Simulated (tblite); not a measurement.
# C8H15PS: the cost of one run

Programs: tblite 0.8.0 and PySCF 2.14.0, with density-fitted response routines of our own. Each step states its level of theory. These are calculated values for one molecule, in the gas phase or a continuum, unless marked as measured. Atoms are numbered from 0 throughout.

### 1 The starting structure

25 atoms, charge 0, multiplicity 1; geometry from: force field or distance geometry start.

Bonds of the start (Å): C0–C1 1.33, C1–P2 1.78, P2–S3 1.94, P2–C4 1.82, C4–C5 1.52, C4–C6 1.53, P2–C7 1.83, C7–C8 1.51, C8–C9 1.51, C9–C7 1.51, C0–H10 1.09, C0–H11 1.09, C1–H12 1.07, C4–H13 1.11, C5–H14 1.09, C5–H15 1.11, C5–H16 1.09, C6–H17 1.09, C6–H18 1.09, C6–H19 1.10, C7–H20 1.08, C8–H21 1.08, C8–H22 1.08, C9–H23 1.08, C9–H24 1.08.

### 2 Geometry optimisation with GFN2-xTB

Job settings and geometry (Å):

```
{"job": {"kind": "relax", "xc": "GFN2-xTB", "basis": "xTB"}, "charge": 0, "multiplicity": 1}
C     -1.201800     2.691800    -0.787600
C     -0.571400     1.533800    -0.957700
P     -0.126800     0.417800     0.355800
S     -0.251800     0.935300     2.223100
C      1.474200    -0.253200    -0.203800
C      1.942100    -1.465400     0.586800
C      2.573700     0.817200    -0.220600
C     -1.264800    -1.000200     0.160300
C     -1.753900    -1.454000    -1.194100
C     -2.713300    -0.792600    -0.228900
H     -1.525700     3.039300     0.193300
H     -1.444000     3.327700    -1.634200
H     -0.288500     1.252500    -1.948600
H      1.330100    -0.583200    -1.249500
H      2.883800    -1.848500     0.189200
H      2.105800    -1.209000     1.653600
H      1.210100    -2.267300     0.555100
H      2.766300     1.179600     0.794400
H      2.282100     1.674200    -0.825800
H      3.513500     0.414300    -0.614100
H     -1.093900    -1.783400     0.889200
H     -1.874900    -2.513500    -1.364300
H     -1.466700    -0.890800    -2.068500
H     -3.058100     0.205800    -0.453000
H     -3.456900    -1.404200     0.254500
```

On the command line:

```
$ OMP_NUM_THREADS=1 python probes_run.py task.json out
```

This one command runs all jobs of the session in turn.

**Question.** How long does this first job take on 1 thread of Intel Xeon Platinum 8488C, shared host, and how much memory does it need?

About 1.3 s, with a peak of 0.18 GiB.
